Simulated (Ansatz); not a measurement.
# Hf2TeW2S: the cost of one run

Program: Ansatz 0.2.0. Level of theory: DFT PBE, scalar-relativistic, plane waves, PAW. These are calculated values, not measurements.

1 further run of the same task is left out (set aside as unsound or not needed).

## Step 1: The structure to begin with

Symmetry: P4/mmm, No. 123, tetragonal system. Conventional cell: a = 4.170 Å, b = 4.170 Å, c = 7.558 Å, α = 90.00°, β = 90.00°, γ = 90.00°. Hf (site symmetry 4mm) has 4 W at 2.78 Å and 4 Te at 3.47 Å and 4 S at 3.53 Å as nearest neighbours. Around Te (site symmetry 4/mmm) lie 4 W at 2.09 Å. W (site symmetry mmm) has 2 Te at 2.09 Å as nearest neighbours. S (site symmetry 4/mmm) has 8 Hf at 3.53 Å as nearest neighbours.

As a file:

```xyz
6
Lattice="4.1701 0.0000 0.0000 0.0000 4.1701 0.0000 0.0000 0.0000 7.5579" Properties=species:S:1:pos:R:3 pbc="T T T"
Hf    0.0000    0.0000    1.8366
Hf    0.0000    0.0000    5.7213
Te    2.0850    2.0850    0.0000
W     0.0000    2.0850    0.0000
W     2.0850    0.0000    0.0000
S     2.0850    2.0850    3.7789
```

A structure generator made this guess: species swapped into a database cell of BaTi2As2O (P4/mmm, No. 123), with S on the Ba sites, W on the Ti sites, Hf on the As sites and Te on the O sites. Lengths come from tabulated atomic sizes and are only a guess.

## Step 2: A first look at the guess

Input file input.yaml:

```yaml
crystal:
  lattice:
    - [4.17006303, 0.0, 0.0]
    - [0.0, 4.17006303, 0.0]
    - [0.0, 0.0, 7.55786289]
  atoms:
    - { symbol: Hf, position: [0.0, 0.0, 0.24300499] }
    - { symbol: Hf, position: [0.0, 0.0, 0.75699501] }
    - { symbol: Te, position: [0.5, 0.5, 0.0] }
    - { symbol: W, position: [0.0, 0.5, 0.0] }
    - { symbol: W, position: [0.5, 0.0, 0.0] }
    - { symbol: S, position: [0.5, 0.5, 0.5] }
basis:
  ecutwfc: 420
kpoints:
  mp_grid: { grid: [4, 4, 2] }
hamiltonian:
  xc: pbe
scf:
  occupations: { method: gaussian, width: 0.1 }
  lower_state_search: "off"
output:
  forces: true
  stress: true
  eigenvalues: true
```

On the command line:

```sh
ansatz run input.yaml --threads 1 --pin off --max-ram 2560MiB --backend cpu --events-out ev --progress --plain --runs-dir out
```

Q: Estimate wall time and peak memory on 1 thread of Intel Xeon at 2.50GHz (Skylake/Cascade Lake), shared host.

About 12 s, with a peak of 0.48 GiB.
